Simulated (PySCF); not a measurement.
**GdF3(NH3): other functionals and bases at one geometry**

An exercise on one series of results from a longer session: the logs are not shown, and one member is left open.

Method: several levels, as the steps say, no spin–orbit coupling; program: PySCF 2.14.0.

1 further run of the same task is left out (for a known fault of the program).

### The starting structure

8 atoms, charge 0, spin multiplicity 1.

Bond lengths: Gd1–F2 2.057 Å, Gd1–F3 2.057 Å, Gd1–F4 2.057 Å, Gd1–N5 2.537 Å, N5–H6 1.022 Å, N5–H7 1.022 Å, N5–H8 1.022 Å. Angles: F2–Gd1–F3 118.6°, F2–Gd1–F4 118.6°, F2–Gd1–N5 96.8°, F3–Gd1–F4 118.6°, F3–Gd1–N5 96.8°, F4–Gd1–N5 96.8°, Gd1–N5–H6 112.4°, Gd1–N5–H7 112.4°, Gd1–N5–H8 112.4°, H6–N5–H7 106.4°, H6–N5–H8 106.4°, H7–N5–H8 106.4°.

As a file:

```csv
atom,x (Å),y (Å),z (Å)
Gd1,0.10951,-0.10951,0.10951
F2,1.08405,1.41707,1.08405
F3,-1.41707,-1.08405,1.08405
F4,1.08405,-1.08405,-1.41707
N5,-1.35549,1.35549,-1.35549
H6,-1.96595,1.96595,-0.80857
H7,-0.80857,1.96595,-1.96595
H8,-1.96595,0.80857,-1.96595
```

Formal oxidation states: Gd +3. Each metal's 7 4f electrons lie in its core potential, so multiplicities, spins and levels count the valence alone. An earlier session relaxed this geometry at PBE0, Gd lcecp-1-SVP with ECP53, F def2-SVP, N def2-SVP, H def2-SVP (singlet, point group C3v).

At PBE0 on the finer grid: E = -391.652062 Eh, HOMO -9.36 eV, LUMO -0.82 eV, Mulliken charge on Gd1 +1.18 e, largest force component 0.012 eV/Å. 

Levels to run: CAM-B3LYP; PBE; PBE0, TZVP. Hardware: 2 threads of Arm Neoverse V2, shared host.

Set-up of the first run:

Input file run.py (the lines that set the calculation):

```python
mol = gto.M(atom='''
Gd     0.10951    -0.10951     0.10951
F      1.08405     1.41707     1.08405
F     -1.41707    -1.08405     1.08405
F      1.08405    -1.08405    -1.41707
N     -1.35549     1.35549    -1.35549
H     -1.96595     1.96595    -0.80857
H     -0.80857     1.96595    -1.96595
H     -1.96595     0.80857    -1.96595''',
    basis={'Gd': 'lcecp-1-SVP', 'F': 'def2-SVP', 'N': 'def2-SVP', 'H': 'def2-SVP'},
    ecp={'Gd': 'lcecp-1-SVP'},
    charge=0, spin=0)
mf = dft.RKS(mol, xc='CAMB3LYP')
mf.grids.atom_grid = (75, 302)  # f atoms: unpruned, at least (60, 302)
mf = mf.density_fit()  # fitting sets: Gd AutoAux, F def2-universal-JKFIT, N def2-universal-JKFIT, H def2-universal-JKFIT
mf.conv_tol = 1e-08; mf.max_cycle = 55
mf.kernel(dm0)  # dm0: the density of the relaxed state
```

Launch:

```bash
$ OMP_NUM_THREADS=2 python run.py
```

Steps of the session up to this table: CAM-B3LYP; PBE; PBE0, TZVP.

One of the session's tables, all rows but one given; the rest of the session is left out.

| level | HOMO (eV) | gap (eV) | charge on Gd1 (e) | dipole (D) | largest force component (eV/Å) |
| --- | --- | --- | --- | --- | --- |
| PBE0 (relaxed here) | -9.36 | 8.54 | 1.18 | 5.70 | 0.01 |
| CAM-B3LYP | -10.85 | 10.67 | 1.14 | 5.71 | 0.04 |
| PBE | ? | ? | ? | ? | ? |
| PBE0, TZVP | -9.54 | 8.54 | 1.62 | 5.66 | 0.23 |

**Question.** Estimate the row for PBE.

The run gave: HOMO (eV): -7.40; gap (eV): 5.87; charge on Gd1 (e): 0.94; dipole (D): 5.62; largest force component (eV/Å): 0.23. In the column «HOMO (eV)» it is the highest.

In one basis the HOMO–LUMO gap runs from 5.87 eV (PBE) to 10.67 eV (CAM-B3LYP). The largest leftover force, 0.23 eV/Å with PBE0, TZVP, stands at a geometry relaxed at another level. With 4f in the core, its levels are missing from HOMO and gap, and its count is fixed, so no charge can pass from the ligands into it. Total energies of different levels can't be compared.
